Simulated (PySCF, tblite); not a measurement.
# C6H13BOSi: geometry, infrared bands and NMR shifts

Aim: predict the infrared bands and NMR shifts of C6H13BOSi (`B[Si@]1(CCC)COC1=C`).

The runs use tblite 0.8.0 and PySCF 2.14.0, with density-fitted response routines of our own; the level of theory stands in each step. All values are computed, except where a source is named. Atoms count from 0, in the outputs and in this text.

## Step 1: The molecule as given

22 atoms, charge 0, multiplicity 1; geometry from: force field or distance geometry start.

Bonds of the start (Å): B0–Si1 1.91, Si1–C2 1.83, C2–C3 1.53, C3–C4 1.51, Si1–C5 1.82, C5–O6 1.39, O6–C7 1.37, C7–C8 1.33, C7–Si1 1.85, B0–H9 1.19, B0–H10 1.19, C2–H11 1.11, C2–H12 1.11, C3–H13 1.12, C3–H14 1.10, C4–H15 1.12, C4–H16 1.12, C4–H17 1.11, C5–H18 1.13, C5–H19 1.13, C8–H20 1.07, C8–H21 1.09.

## Step 2: Geometry optimisation with GFN2-xTB

What the job is given:

```
{"job": {"kind": "relax", "xc": "GFN2-xTB", "basis": "xTB"}, "charge": 0, "multiplicity": 1}
B      0.704300     1.858400    -0.627700
Si     0.428500     0.153300     0.193800
C     -0.798800    -0.985300    -0.553700
C     -1.987000    -0.132300    -1.018400
C     -2.561000     0.551700     0.202800
C      0.907200    -0.062000     1.938100
O      1.901000    -1.009800     1.696800
C      2.052200    -0.721000     0.369900
C      3.005600    -0.978000    -0.527000
H      0.762600     1.855200    -1.820500
H      1.357500     2.649400    -0.030700
H     -1.108700    -1.812000     0.120900
H     -0.390500    -1.412800    -1.488100
H     -2.717600    -0.838700    -1.481500
H     -1.610900     0.579700    -1.766900
H     -3.505800     1.079300    -0.072400
H     -1.815500     1.266300     0.648300
H     -2.851600    -0.219800     0.948000
H      1.316500     0.845900     2.466800
H      0.133800    -0.518700     2.617800
H      3.903800    -1.504500    -0.268200
H      2.864000    -0.624900    -1.548900
```

Command:

```bash
OMP_NUM_THREADS=1 python probes_run.py task.json out
```

One launch serves the whole session: the jobs run in the order shown.

**Question.** This job is followed by: GFN2-xTB harmonic vibrations, gas phase; GIAO PBE0/pcSseg-1 NMR shielding, non-relativistic, gas phase. What will the session give for the following? strongest single infrared mode (GFN2-xTB); zero-point energy (GFN2-xTB); 13C shifts against TMS (PBE0/pcSseg-1); 1H shifts against TMS (PBE0/pcSseg-1, means over atoms taken as alike); 11B shifts against BF3·OEt2 (PBE0/pcSseg-1); 29Si shifts against TMS (PBE0/pcSseg-1); 17O shifts against H2O (PBE0/pcSseg-1).

As calculated:

| quantity | value |
| --- | --- |
| strongest single infrared mode (GFN2-xTB) | 1138 cm⁻¹, 117 km/mol |
| zero-point energy (GFN2-xTB) | 110.2 kcal/mol |
| 13C shifts against TMS (PBE0/pcSseg-1) | 177.3, 101.9, 70.8, 28.3, 25.2, 21.4 ppm |
| 1H shifts against TMS (PBE0/pcSseg-1, means over atoms taken as alike) | 10.65, 5.00, 4.63, 4.47, 4.15, 1.97, 1.84, 1.54, 1.11, 0.77 ppm |
| 11B shifts against BF3·OEt2 (PBE0/pcSseg-1) | 113.3 ppm |
| 29Si shifts against TMS (PBE0/pcSseg-1) | 7.4 ppm |
| 17O shifts against H2O (PBE0/pcSseg-1) | 179.5 ppm |

Relaxing lowered the energy by 0.994 eV in 98 steps; the close pair that moved most is Si1–C5, from 1.822 to 1.951 Å. No mode is imaginary among the 60: a minimum at this level. Unscaled tight-binding wavenumbers are off by several per cent, some by more. Its intensities can rank the bands wrongly. C7 (alkene carbon bearing oxygen) lies farthest downfield among carbon, at 177.3 ppm; an sp2 carbon further deshielded by the attached heteroatom. At PBE0/pcSseg-1: Shielding is most anisotropic at B0 (span 285 ppm, paramagnetic term -212 ppm).
